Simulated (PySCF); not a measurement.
# C₂H₉BrSi₂: electronic excitations

Wanted: the electronic excitations of C₂H₉BrSi₂ (`C[SiH2][C@H]([SiH3])Br`), by calculation.

Programs: PySCF 2.14.0, with density-fitted response routines of our own. Each step states its level of theory. These are calculated values for one molecule in the gas phase, unless marked as measured. Atoms are numbered from 0 throughout.

## (1) The molecule as given

14 atoms, charge 0, multiplicity 1; geometry from: GFN2-xTB.

Bonds of the start (Å): C0–Si1 1.89, Si1–C2 1.91, C2–Si3 1.91, C2–Br4 1.98, C0–H5 1.09, C0–H6 1.09, C0–H7 1.09, Si1–H8 1.47, Si1–H9 1.47, C2–H10 1.09, Si3–H11 1.46, Si3–H12 1.46, Si3–H13 1.46.

## (2) TDDFT and polarisability: B3LYP/def2-SVPD

The job: settings as JSON, then the geometry in Å.

```
{"job": {"kind": "uv", "xc": "B3LYP", "basis": "def2-SVPD", "nstates": 8, "ntriplets": 3}, "charge": 0, "multiplicity": 1}
C     -1.849082     0.680614    -0.008400
Si    -0.910699    -0.361168     1.261069
C      0.770335    -0.894222     0.521605
Si     1.966675     0.436711    -0.133210
Br     0.384629    -2.087060    -1.009014
H     -2.816304     0.979887     0.382739
H     -2.023069     0.126485    -0.926829
H     -1.301824     1.583916    -0.263846
H     -1.654255    -1.580716     1.593068
H     -0.602249     0.407353     2.473388
H      1.286706    -1.538814     1.231797
H      1.303227     1.151522    -1.221597
H      3.167830    -0.235342    -0.626312
H      2.277402     1.330362     0.983401
```

With the program's defaults for keys left out, this is: TDDFT B3LYP/def2-SVPD, vertical, gas phase, core orbitals frozen in the response.

Run with:

```sh
> OMP_NUM_THREADS=1 python probes_run.py task.json out
```

This one command runs all jobs of the session in turn.

What will the session give for the following? lowest singlet (B3LYP/def2-SVPD); brightest single state of those computed; lowest triplet. Wanted: lowest singlet; brightest single state of those computed; lowest triplet.

**Answer**, as computed:

| quantity | value |
| --- | --- |
| lowest singlet (B3LYP/def2-SVPD) | 5.29 eV (234 nm), f = 0.009 |
| brightest single state of those computed | state 4, 6.82 eV, f = 0.029 |
| lowest triplet | 4.70 eV |

The first singlet state (HOMO→LUMO 0.98) lies at 5.29 eV and is weak; of the 8 states computed, the strongest absorption comes from state 4 at 6.82 eV. The lowest triplet lies 0.59 eV below the lowest singlet (triplets in Tamm-Dancoff, singlets in full TDDFT).
